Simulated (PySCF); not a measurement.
# C4H11NOSi2: the cost of one run

Computed with PySCF 2.14.0, with density-fitted response routines of our own, on a single molecule, in the gas phase or a continuum. Atoms count from 0, in the outputs and in this text.

### Step 1. The starting structure

19 atoms, charge 0, multiplicity 1; geometry from: GFN2-xTB. The atoms were then displaced at random by about 0.01 Å, so the start is not that level's minimum.

Bonds of the start (Å): C0–C1 1.53, C1–C2 1.46, C2–N3 1.14, C1–O4 1.40, O4–Si5 1.61, Si5–C6 1.90, C6–Si7 1.91, C0–H8 1.12, C0–H9 1.08, C0–H10 1.07, C1–H11 1.10, Si5–H12 1.48, Si5–H13 1.47, C6–H14 1.10, C6–H15 1.07, Si7–H16 1.46, Si7–H17 1.48, Si7–H18 1.46.

### Step 2. Geometry optimisation at PBE0-D3(BJ)/def2-SVP

Job settings and geometry (Å):

```
{"job": {"xc": "PBE0", "basis": "def2-SVP", "d3": "d3bj", "grid": 1, "shake": 0.01, "kind": "geom"}, "charge": 0, "multiplicity": 1}
C     -2.799330    -0.546280    -0.054610
C     -1.735010     0.546080    -0.147320
C     -1.975180     1.556460     0.872080
N     -2.088630     2.341860     1.693920
O     -0.457340     0.006220     0.038930
Si     0.530750    -0.659840    -1.049810
C      2.118710    -0.937390    -0.047280
Si     2.860040     0.630440     0.749860
H     -3.804990    -0.058550    -0.119870
H     -2.746630    -1.044800     0.902370
H     -2.694280    -1.239980    -0.856080
H     -1.776370     1.054290    -1.117600
H      0.678340     0.255280    -2.197390
H     -0.056820    -1.914010    -1.556490
H      1.909520    -1.681420     0.732580
H      2.846420    -1.371390    -0.702360
H      3.274350     1.561050    -0.302270
H      1.867260     1.285080     1.638860
H      4.018460     0.223940     1.543210
```

Command:

```console
$ OMP_NUM_THREADS=1 python probes_run.py task.json out
```

The driver reads the jobs from task.json and runs them one after another.

Q: Estimate the wall time and peak memory of this first job on 1 thread of Intel Xeon 6975P-C, shared host.

About 2 min, with a peak of 0.74 GiB.
